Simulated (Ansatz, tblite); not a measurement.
**B8N8 wurtzite off sphere (B8N8H22): spin states and exact exchange**

Aim: set other spin states of B8N8 wurtzite off sphere (B8N8H22) against its singlet, on many levels of theory.

Computed with Ansatz 0.2.0, Gaussian basis. Level: as each input shows.

Plan: triplet, at the geometry of the singlet (GFN1-xTB, GFN2-xTB, PBE0-D4/def2-TZVP, PBE-D4/def2-TZVP); the singlet's energies come from earlier runs.

## (1) The geometry

The geometry is that of the singlet, from an earlier relaxation (PBE-D4/def2-SVP).

38 atoms, charge 0, spin multiplicity 1.

Bond lengths: B1–N2 1.610 Å, B1–N3 1.590 Å, B1–H17 1.230 Å, B1–H18 1.231 Å, N2–B5 1.592 Å, N2–H19 1.028 Å, N2–H20 1.028 Å, N3–B4 1.579 Å, N3–B11 1.564 Å, N3–H21 1.028 Å, B4–N6 1.606 Å, B4–N7 1.579 Å, B4–H22 1.227 Å, B5–N6 1.574 Å, B5–N12 1.564 Å, B5–H23 1.227 Å, N6–B9 1.574 Å, N6–H24 1.027 Å and more. Angles: N2–B1–N3 104.4°, N2–B1–H17 109.3°, N2–B1–H18 109.1°, N3–B1–H17 110.4°, N3–B1–H18 110.3°, H17–B1–H18 113.0°, B1–N2–B5 113.8°, B1–N2–H19 110.4°, B1–N2–H20 110.3°, B5–N2–H19 109.1°, B5–N2–H20 108.5°, H19–N2–H20 104.2°, B1–N3–B4 111.2°, B1–N3–B11 110.7°, B1–N3–H21 103.9°, B4–N3–B11 112.2°, B4–N3–H21 108.7°, B11–N3–H21 109.8° and more.

## (2) Triplet at the fixed geometry, GFN1-xTB

Tight binding, by tblite at 300 K electronic temperature and without a spin-polarisation term:

```python
tblite.interface.Calculator('GFN1-xTB', numbers, positions, charge=0, uhf=2).singlepoint()
```

Energy -1328.9408 eV; 0.089 s.

## (3) Triplet at the fixed geometry, GFN2-xTB

Tight binding, by tblite at 300 K electronic temperature and without a spin-polarisation term:

```python
tblite.interface.Calculator('GFN2-xTB', numbers, positions, charge=0, uhf=2).singlepoint()
```

Energy -1214.1588 eV; 0.048 s.

## (4) Triplet at the fixed geometry, PBE0-D4/def2-TZVP

The input, in.yaml:

```yaml
crystal:
  periodic: [false, false, false]
  atoms:
    - {symbol: B, position_ang: [0.333503, -2.823854, -0.845262]}
    - {symbol: N, position_ang: [0.332992, -2.760865, 0.763112]}
    - {symbol: N, position_ang: [0.341812, -1.301022, -1.301884]}
    - {symbol: B, position_ang: [-0.963369, -0.554207, -0.821100]}
    - {symbol: B, position_ang: [0.354314, -1.280328, 1.348181]}
    - {symbol: N, position_ang: [-0.905123, -0.523180, 0.783388]}
    - {symbol: N, position_ang: [-0.956378, 0.950620, -1.298523]}
    - {symbol: B, position_ang: [-2.277732, 1.705603, -0.838526]}
    - {symbol: B, position_ang: [-0.928960, 0.944860, 1.351493]}
    - {symbol: N, position_ang: [-2.222012, 1.668925, 0.769702]}
    - {symbol: B, position_ang: [1.645870, -0.586259, -0.816615]}
    - {symbol: N, position_ang: [1.602915, -0.535303, 0.771486]}
    - {symbol: N, position_ang: [1.594434, 0.921291, -1.323957]}
    - {symbol: B, position_ang: [0.316131, 1.719996, -0.813164]}
    - {symbol: B, position_ang: [1.652499, 0.950977, 1.351954]}
    - {symbol: N, position_ang: [0.340513, 1.653753, 0.774756]}
    - {symbol: H, position_ang: [-0.693478, -3.380151, -1.229988]}
    - {symbol: H, position_ang: [1.358093, -3.389464, -1.226054]}
    - {symbol: H, position_ang: [-0.482269, -3.260484, 1.140971]}
    - {symbol: H, position_ang: [1.140580, -3.273163, 1.140284]}
    - {symbol: H, position_ang: [0.333718, -1.351412, -2.329110]}
    - {symbol: H, position_ang: [-1.967381, -1.132398, -1.223547]}
    - {symbol: H, position_ang: [0.356831, -1.326813, 2.574567]}
    - {symbol: H, position_ang: [-1.736933, -1.003457, 1.147487]}
    - {symbol: H, position_ang: [-1.005384, 0.971050, -2.325642]}
    - {symbol: H, position_ang: [-3.274348, 1.097205, -1.224227]}
    - {symbol: H, position_ang: [-2.253644, 2.876835, -1.215805]}
    - {symbol: H, position_ang: [-0.966330, 0.967615, 2.577988]}
    - {symbol: H, position_ang: [-3.062100, 1.211783, 1.146977]}
    - {symbol: H, position_ang: [-2.261315, 2.623362, 1.149695]}
    - {symbol: H, position_ang: [2.664269, -1.129463, -1.239159]}
    - {symbol: H, position_ang: [2.448755, -0.989156, 1.135511]}
    - {symbol: H, position_ang: [1.685459, 0.975368, -2.346924]}
    - {symbol: H, position_ang: [2.424434, 1.399292, -0.936006]}
    - {symbol: H, position_ang: [0.355837, 2.874437, -1.233197]}
    - {symbol: H, position_ang: [1.634017, 0.938453, 2.579171]}
    - {symbol: H, position_ang: [2.668010, 1.537219, 0.941130]}
    - {symbol: H, position_ang: [0.371760, 2.612358, 1.140878]}
basis:
  gaussian: {orbitals: def2-TZVP, fitting: {mean_field: def2-universal-jkfit}}
magnetization: {spin_polarized: true, initial_magnetization: 2}
hamiltonian: {xc: pbe0, dispersion: d4}
scf: {omitted_lower_state_checks: [starts]}
output: {orbitals: {seedname: orbitals}}
```

Launch:

```
$ ansatz run in.yaml --threads 2 --pin off --events-out ev --progress --plain --max-ram 32768MiB --backend cuda --devices 0, --max-vram 18GiB
```

What it wrote:

```text
Functional definition: PBE0
  name "PBE0"
  cite "Adamo & Barone, J. Chem. Phys. 110, 6158 (1999) doi:10.1063/1.478522"
  cite "Perdew, Burke & Ernzerhof, Phys. Rev. Lett. 77, 3865 (1996) doi:10.1103/PhysRevLett.77.3865"
  parent pbe
  parameter a = 0.25
  parameter kappa = 0.804
  parameter beta = 0.06672455060314922
  exchange = (1 - a)*pbe_x(kappa = kappa, mu = beta*pi^2/3) + a*exact_x
  correlation = pbe_c(beta = beta)
these checks for a lower state are left out or cut short: starts
1612 factors; integrals over basis functions are off by at most 4.0e-1 eV
mean field evaluation 1: about -17651.2590 eV, gradient 8.7e1 eV
mean field evaluation 2: about -17571.2907 eV, gradient 1.6e2 eV
mean field evaluation 4: about -17678.0097 eV, gradient 2.6e1 eV
mean field evaluation 8: about -17682.8047 eV, gradient 1.1e0 eV
mean field evaluation 16: about -17682.8523 eV, gradient 2.5e-2 eV
mean field evaluation 32: about -17682.8523 eV, gradient 2.4e-5 eV
mean field -17682.85233093 eV, -649.8328372940 hartree, gradient 5.5e-6 eV, S^2 2.002773; 0 other end points of the search recorded, 0 dependent functions left out
reference -17682.85239565 eV, -649.8328396723 hartree; 60, 58 occupied and 568, 570 virtual orbitals, 1612 factors
Total energy: -17684.29019337 eV, -649.8856777638 hartree
Checks for a lower state left out: starts
```

Run time: 21 s. Hardware: 1 × H100 (card shared with other runs) with 2 threads of AMD EPYC 7R13, shared host; peak host memory 1.3 GiB.

HOMO -1.22 eV, LUMO -6.89 eV (over both spins; with the spin held, an empty level of the minority spin lies below the top filled one); ⟨S²⟩ 2.003 (pure: 2.00).

## (5) Triplet at the fixed geometry, PBE-D4/def2-TZVP

start.molden holds the orbitals of an earlier run on this state, given as this run's starting guess.

in.yaml, as its differences from that of step 4:

```diff
@@ -42,5 +42,5 @@
 basis:
-  gaussian: {orbitals: def2-TZVP, fitting: {mean_field: def2-universal-jkfit}}
+  gaussian: {orbitals: def2-TZVP, fitting: {mean_field: def2-universal-jkfit}, initial_orbitals: start.molden}
 magnetization: {spin_polarized: true, initial_magnetization: 2}
-hamiltonian: {xc: pbe0, dispersion: d4}
+hamiltonian: {xc: pbe, dispersion: d4}
 scf: {omitted_lower_state_checks: [starts]}
```

The command is unchanged.

What it wrote:

```text
Functional definition: PBE
  name "PBE"
  cite "Perdew, Burke & Ernzerhof, Phys. Rev. Lett. 77, 3865 (1996) doi:10.1103/PhysRevLett.77.3865"
  parent pbe
  parameter kappa = 0.804
  parameter beta = 0.06672455060314922
  exchange = pbe_x(kappa = kappa, mu = beta*pi^2/3)
  correlation = pbe_c(beta = beta)
these checks for a lower state are left out or cut short: starts
1612 factors; integrals over basis functions are off by at most 4.0e-1 eV
mean field evaluation 1: about -17680.4871 eV, gradient 1.1e1 eV
mean field evaluation 2: about -17680.8038 eV, gradient 3.6e-1 eV
mean field evaluation 4: about -17680.8545 eV, gradient 1.5e-1 eV
mean field evaluation 8: about -17680.8548 eV, gradient 2.0e-4 eV
mean field evaluation 16: about -17680.8548 eV, gradient 2.2e-5 eV
mean field -17680.85483320 eV, -649.7594306061 hartree, gradient 2.7e-6 eV, S^2 2.001098; 0 other end points of the search recorded, 0 dependent functions left out
reference -17680.85491905 eV, -649.7594337611 hartree; 60, 58 occupied and 568, 570 virtual orbitals, 1612 factors
Total energy: -17682.52092495 eV, -649.8206583487 hartree
Checks for a lower state left out: starts
```

Run time: 15 s. Hardware: 1 × H100 (card shared with other runs) with 2 threads of AMD EPYC 7R13, shared host; peak host memory 1.2 GiB.

From the report: HOMO -1.12 eV, LUMO -6.83 eV (over both spins; with the spin held, an empty level of the minority spin lies below the top filled one); ⟨S²⟩ 2.001 (pure: 2.00).

## (6) Triplet less singlet, vertical

The singlet's energies are those of its earlier runs, whose logs aren't repeated here.

| level | triplet less singlet, vertical (kcal/mol) | time |
| --- | --- | --- |
| GFN1-xTB | +178.0 | 0.13 s |
| GFN2-xTB | +227.2 | 0.079 s |
| PBE-D4/def2-TZVP | +128.8 | 22 s |
| PBE0-D4/def2-TZVP | +152.5 | 32 s |

Times add the two runs; a level without a time comes out of a correlated run. Tight binding without a spin term can't rank spin states.

## (7) Summary of results

| quantity | value |
| --- | --- |
| triplet less singlet, vertical, functionals in def2-TZVP | +128.8 (PBE-D4) to +152.5 kcal/mol (PBE0-D4) |

In words: All functionals put the triplet above the singlet, over a spread of 23.7 kcal/mol. The checks for a lower triplet were left out, so another state of that spin may lie lower. These are electronic energies, without zero-point motion, entropy or surroundings.
